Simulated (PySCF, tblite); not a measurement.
# C7H13OP: geometry, infrared bands and NMR shifts

Aim: predict the infrared bands and NMR shifts of C7H13OP (`C[C@@H]1CC[P@@]1(=O)C1CC1`).

The runs use tblite 0.8.0 and PySCF 2.14.0, with density-fitted response routines of our own; the level of theory stands in each step. All values are computed, except where a source is named. Atoms are numbered from 0 throughout.

### 1 Starting geometry

22 atoms, charge 0, multiplicity 1; geometry from: force field or distance geometry start.

Bonds of the start (Å): C0–C1 1.50, C1–C2 1.58, C2–C3 1.55, C3–P4 1.75, P4–O5 1.48, P4–C6 1.76, C6–C7 1.51, C7–C8 1.50, P4–C1 1.78, C8–C6 1.50, C0–H9 1.10, C0–H10 1.09, C0–H11 1.10, C1–H12 1.08, C2–H13 1.10, C2–H14 1.10, C3–H15 1.11, C3–H16 1.09, C6–H17 1.08, C7–H18 1.08, C7–H19 1.09, C8–H20 1.10, C8–H21 1.08.

### 2 Geometry optimisation with GFN2-xTB

Job settings and geometry (Å):

```
{"job": {"kind": "relax", "xc": "GFN2-xTB", "basis": "xTB"}, "charge": 0, "multiplicity": 1}
C     -1.961200     1.634700     0.019100
C     -1.353600     0.370700    -0.519300
C     -2.055500    -0.983400    -0.117500
C     -0.764900    -1.843300    -0.104800
P      0.045400    -0.345700     0.311500
O     -0.020900    -0.110600     1.771000
C      1.626000    -0.061800    -0.411600
C      2.877600    -0.364400     0.381000
C      2.494500     1.053600     0.099500
H     -2.926200     1.839400    -0.475600
H     -1.309300     2.487800    -0.158800
H     -2.162900     1.573000     1.097700
H     -1.209400     0.445900    -1.585000
H     -2.558400    -0.942900     0.855100
H     -2.817800    -1.306900    -0.843100
H     -0.772400    -2.658900     0.650500
H     -0.510100    -2.270500    -1.070600
H      1.674900    -0.264300    -1.473900
H      3.722400    -0.777800    -0.145700
H      2.767700    -0.726400     1.401400
H      2.122400     1.656600     0.935500
H      3.081200     1.614700    -0.617400
```

Launch:

```
> OMP_NUM_THREADS=1 python probes_run.py task.json out
```

The driver reads the jobs from task.json and runs them one after another.

**Question.** This job is followed by: GFN2-xTB harmonic vibrations, gas phase; GIAO PBE0/pcSseg-1 NMR shielding, non-relativistic, gas phase. Predict these results of the whole session: strongest single infrared mode (GFN2-xTB); zero-point energy (GFN2-xTB); 13C shifts against TMS (PBE0/pcSseg-1); 1H shifts against TMS (PBE0/pcSseg-1, means over atoms taken as alike); 31P shifts against H3PO4 (PBE0/pcSseg-1); 17O shifts against H2O (PBE0/pcSseg-1); surface potential, 1st and 99th percentile.

**Answer**, as computed:

```
                                                              quantity                                                                 value
                             strongest single infrared mode (GFN2-xTB)                                                 1277 cm⁻¹, 251 km/mol
                                          zero-point energy (GFN2-xTB)                                                        116.2 kcal/mol
                                13C shifts against TMS (PBE0/pcSseg-1)                            48.0, 36.5, 25.7, 15.3, 14.9, 2.5, 2.4 ppm
1H shifts against TMS (PBE0/pcSseg-1, means over atoms taken as alike)  2.60, 2.27, 2.26, 2.24, 1.75, 1.28, 0.93, 0.88, 0.63, 0.62, 0.51 ppm
                              31P shifts against H3PO4 (PBE0/pcSseg-1)                                                              29.5 ppm
                                17O shifts against H2O (PBE0/pcSseg-1)                                                              78.6 ppm
                                 surface potential, 1st and 99th percentile                                                    -2.22 V and 1.06 V
```

In words: The optimisation took 82 steps and gained 0.465 eV; among the close pairs (by a distance rule), C3–P4 changed most, from 1.753 to 1.857 Å. All 60 modes are real, so the xTB geometry is a minimum. The strongest single mode, at 1277 cm⁻¹, moves mainly O5 and P4. GFN2-xTB is a fitted tight-binding method: band positions and strengths are rough. Its intensities can rank the bands wrongly. At PBE0/pcSseg-1: The widest tensor belongs to P4: span 219 ppm, with a paramagnetic part of -676 ppm.
